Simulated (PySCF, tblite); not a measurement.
**C₄H₉F₃Si₂: geometry, infrared bands and NMR shifts**

What infrared bands and NMR shifts should C₄H₉F₃Si₂ (`C=C[Si@H](C[SiH3])C(F)(F)F`) show?

Programs: tblite 0.8.0 and PySCF 2.14.0, with density-fitted response routines of our own. Each step states its level of theory. These are calculated values for one molecule in the gas phase, unless marked as measured. Atoms count from 0, in the outputs and in this text.

## Step 1: Starting geometry

18 atoms, charge 0, multiplicity 1; geometry from: force field or distance geometry start.

Bonds of the start (Å): C0–C1 1.34, C1–Si2 1.81, Si2–C3 1.88, C3–Si4 1.87, Si2–C5 1.86, C5–F6 1.39, C5–F7 1.38, C5–F8 1.36, C0–H9 1.08, C0–H10 1.07, C1–H11 1.11, Si2–H12 1.48, C3–H13 1.11, C3–H14 1.11, Si4–H15 1.49, Si4–H16 1.47, Si4–H17 1.48.

## Step 2: Relaxing the molecule with GFN2-xTB

Job settings and geometry (Å):

```
{"job": {"kind": "relax", "xc": "GFN2-xTB", "basis": "xTB"}, "charge": 0, "multiplicity": 1}
C      2.711200    -0.541700    -0.625300
C      2.082100    -0.016200     0.435100
Si     0.287500     0.185000     0.394400
C     -0.613200    -1.178700    -0.529600
Si    -2.422500    -0.703000    -0.557900
C     -0.166900     1.804100    -0.399000
F      0.991000     2.440400    -0.837800
F     -0.800400     2.622100     0.513800
F     -0.965800     1.591800    -1.476500
H      2.173800    -0.840700    -1.515300
H      3.775400    -0.657200    -0.575100
H      2.652900     0.272800     1.345900
H     -0.212700     0.111400     1.789400
H     -0.251200    -1.230100    -1.576100
H     -0.493500    -2.160900    -0.019300
H     -3.251200    -1.614900     0.273200
H     -2.935100    -0.728400    -1.937600
H     -2.570100     0.650500     0.021300
```

Launch:

```bash
$ OMP_NUM_THREADS=1 python probes_run.py task.json out
```

The driver reads the jobs from task.json and runs them one after another.

**Question.** This job is followed by: GFN2-xTB harmonic vibrations, gas phase; GIAO PBE0/pcSseg-1 NMR shielding, non-relativistic, gas phase. What will the session give for the following? strongest single infrared mode (GFN2-xTB); zero-point energy (GFN2-xTB); ¹³C shifts against TMS (PBE0/pcSseg-1); ¹H shifts against TMS (PBE0/pcSseg-1, means over atoms taken as alike); ²⁹Si shifts against TMS (PBE0/pcSseg-1); ¹⁹F shifts against CFCl3 (PBE0/pcSseg-1, means over atoms taken as alike); surface potential, 1st and 99th percentile.

As calculated:

| quantity | value |
| --- | --- |
| strongest single infrared mode (GFN2-xTB) | 786 cm⁻¹, 389 km/mol |
| zero-point energy (GFN2-xTB) | 71.2 kcal/mol |
| ¹³C shifts against TMS (PBE0/pcSseg-1) | 146.4, 140.1, 139.9, -14.4 ppm |
| ¹H shifts against TMS (PBE0/pcSseg-1, means over atoms taken as alike) | 6.73, 6.69, 6.24, 4.73, 4.14, 0.13, 0.05 ppm |
| ²⁹Si shifts against TMS (PBE0/pcSseg-1) | -26.1, -74.0 ppm |
| ¹⁹F shifts against CFCl3 (PBE0/pcSseg-1, means over atoms taken as alike) | -75.0 ppm |
| surface potential, 1st and 99th percentile | -0.79 V and 1.23 V |

In words: Relaxing lowered the energy by 0.757 eV in 255 steps; the close pair that moved most is Si2–C5, from 1.859 to 1.952 Å. No mode is imaginary among the 48: a minimum at this level. The strongest single mode, at 786 cm⁻¹, moves mainly H16 and H15. GFN2-xTB is a fitted tight-binding method: band positions and strengths are rough. Its intensities can rank the bands wrongly. The most deshielded carbon is C0 (terminal =CH2 carbon), at 146.4 ppm: as expected for a trigonal carbon in a double bond. H11 (hydrogen on an alkene CH) lies farthest downfield among hydrogen, at 6.73 ppm; olefinic region. At PBE0/pcSseg-1: The largest span, 259 ppm, is at C0, where the paramagnetic term is -213 ppm. By nearest atom (PBE0/pcSseg-1), the HOMO sits on C0, C1 about 34 % each and the LUMO on C0, C1 about 29 % each; H9, H10, H11 about 8 % each.
